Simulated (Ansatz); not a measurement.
Crystal: Ta4NiO11.

```
Ta Ni O
1.0
     1.95495  -14.82973    0.00000
     1.95495   14.82973    0.00000
     0.00000    0.00000    3.88590
Ta Ni O
4 1 11
Direct
  0.20437 0.79563 0.00000
  0.92451 0.07549 0.00000
  0.07549 0.92451 0.00000
  0.79563 0.20437 0.00000
  0.50000 0.50000 0.00000
  0.13987 0.86013 0.00000
  0.72107 0.27893 0.00000
  0.43645 0.56355 0.00000
  0.56355 0.43645 0.00000
  0.00000 0.00000 0.00000
  0.86013 0.13987 0.00000
  0.27893 0.72107 0.00000
  0.92790 0.07210 0.50000
  0.07210 0.92790 0.50000
  0.79436 0.20564 0.50000
  0.20564 0.79436 0.50000
```

The cell was built by a generator and needn't be a form met in nature.

Base run:

| Property | Result |
| --- | --- |
| Program | Ansatz 0.2.0 |
| Functional | r2SCAN |
| Potentials or basis | Ansatz PAW |
| Cutoff | 500 eV (not typed: the program's choice for these potentials) |
| k mesh | 7 × 7 × 7 |
| Occupations | fermi-dirac, width 0.05 eV |
| Spin | collinear spin, ferromagnetic start |
| Starting moments | [0.0, 0.0, 0.0, 0.0, 1.0, 0.0, 0.0, 0.0, 0.0, 0.0, 0.0, 0.0, 0.0, 0.0, 0.0, 0.0] μB |

Its results: band gap on the k mesh none (metal or under the smearing width); pressure -4.8 GPa; net moment 0.86 μB per cell; site moments Ta +0.00, -0.00; Ni +0.76; O -0.00, +0.06, +0.00 μB; largest force 0.155 eV/Å.

Task: The run is repeated on the same cell with these changes: functional from r2SCAN to HSE06; cutoff from 500 eV (not typed: the program's choice for these potentials) to 420 eV (not typed: the program's choice for these potentials); k mesh from 7 × 7 × 7 to 3 × 3 × 3. What comes out?

Result: Band gap on the k mesh none (metal or under the smearing width); pressure -5.8 GPa; net moment 0.67 μB per cell; site moments Ta -0.00; Ni +0.64; O -0.00, +0.00, -0.01, +0.02 μB; largest force 0.487 eV/Å.

Several settings changed at once, so the effect can't be laid on one alone.

Caveats: some runs use coarse meshes; the magnetic or orbital state may not be the lowest; a cell with one magnetic atom can't hold antiferromagnetic order, which such compounds often take; the PAW data sets come from PBE, with cores solved anew for the run's functional, which leaves a small shift of forces and pressure; spin-orbit coupling is left out, which moves the levels of the heavy elements (some runs); semilocal functionals often make such compounds metallic where correlation or magnetic order opens a gap, which also shifts bond lengths (some runs); the thresholds are loose for stress (some runs).
